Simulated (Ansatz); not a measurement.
# GeH₂S + HBr: a complex and its separated parts

Aim: how far the complex at one end of a reaction step lies below its separated, relaxed parts, level by level.

Method: PBE0-D4/def2-TZVP structures, single points in def2-TZVPP, no counterpoise correction; program: Ansatz 0.2.0, Gaussian basis.

Levels: SPW92, PBE-D4, BLYP-D4, r2SCAN-D4, B97M-V, PBE0-D4, B3LYP-D4, r2SCAN0-D4, BHLYP-D4, CAM-B3LYP-D4, wB97X-V, wB97M-V, B2PLYP, PBE-QIDH, RPA on PBE, Hartree-Fock, MP2, CCSD, CCSD(T).

Cores are frozen in the correlated methods. Filled d shells of the heavier atoms are correlated. B3LYP uses VWN-RPA correlation. B2PLYP carries no dispersion term here.

56 further runs of the same task are left out: 56 set aside as unsound or not needed. Runs told in other sessions of the task aren't counted.

## (1) The system as given

The complex: 6 atoms, charge 0, spin multiplicity 1.

Atoms are counted from 1 here; the program's logs count them from 0.

Bond lengths: Ge1–S3 2.033 Å, Ge1–H5 1.540 Å, Ge1–H6 1.540 Å, Br2–H4 1.426 Å. Angles: S3–Ge1–H5 124.4°, S3–Ge1–H6 124.4°, H5–Ge1–H6 110.8°.

As a file:

| atom | x (Å) | y (Å) | z (Å) |
| --- | --- | --- | --- |
| Ge1 | -0.06563 | 0.68090 | 0.70756 |
| Br2 | -0.73455 | -1.44562 | -1.49048 |
| S3 | 1.96173 | 0.59156 | 0.58740 |
| H4 | 0.69036 | -1.39064 | -1.45253 |
| H5 | -0.93785 | 1.69460 | -0.05532 |
| H6 | -0.91406 | -0.13080 | 1.70338 |

Its parts: GeH₂S holds atoms 1, 3, 5, 6; HBr holds atoms 2, 4. Each part counts its atoms afresh in its own runs.

## (2) Relaxing GeH₂S alone

relax-a/in.yaml reads:

```yaml
crystal:
  periodic: [false, false, false]
  atoms:
    - {symbol: Ge, position_ang: [-0.065632, 0.680902, 0.707558]}
    - {symbol: S, position_ang: [1.961733, 0.591555, 0.587399]}
    - {symbol: H, position_ang: [-0.937851, 1.694601, -0.055325]}
    - {symbol: H, position_ang: [-0.914061, -0.130799, 1.703375]}
basis:
  gaussian: {orbitals: def2-TZVP}
hamiltonian: {xc: pbe0, dispersion: d4}
relax: {f_tol: 0.005, max_steps: 200}
```

The run is started by

```sh
$ ansatz run in.yaml --threads 4 --pin off --events-out ev --progress --plain --max-ram 9574MiB
```

The runs that follow: Relaxing HBr alone; SPW92/def2-TZVPP; PBE-D4/def2-TZVPP; BLYP-D4/def2-TZVPP; r2SCAN-D4/def2-TZVPP; B97M-V/def2-TZVPP; PBE0-D4/def2-TZVPP; B3LYP-D4/def2-TZVPP; r2SCAN0-D4/def2-TZVPP; BHLYP-D4/def2-TZVPP; CAM-B3LYP-D4/def2-TZVPP; wB97X-V/def2-TZVPP; wB97M-V/def2-TZVPP; B2PLYP/def2-TZVPP; PBE-QIDH/def2-TZVPP; RPA on PBE/def2-TZVPP; CCSD(T)/def2-TZVPP; Vibrations of GeH₂S; Vibrations of HBr.

What does the calculation give? Wanted: complex less parts, CCSD(T)/def2-TZVPP; with zero-point energy; largest T1 diagnostic.

As calculated:

| quantity | value |
| --- | --- |
| complex less parts, CCSD(T)/def2-TZVPP | -12.2 kJ/mol |
| with zero-point energy | -7.4 kJ/mol |
| largest T1 diagnostic | 0.017 |

In words: At CCSD(T) the complex lies 12.2 kJ/mol below its parts. Among the functionals B2PLYP lands nearest to CCSD(T) (+2.9 kJ/mol) and SPW92 farthest (-20.2 kJ/mol). By rung, the mean size of the error is: LDA 20.2, GGA 7.2, meta-GGA 6.1, hybrid 7.1, range-separated hybrid 5.6, double hybrid 3.9 kJ/mol. The double hybrids carry no dispersion term here, unlike the levels marked D4 or V. PBE-D4 gives a relative energy 9.8 kJ/mol too low, an error of 81 % of the reference. No counterpoise was applied, and triple zeta lacks some correlation, so the CCSD(T) reference has a basis error of its own, and close matches with it are partly luck.
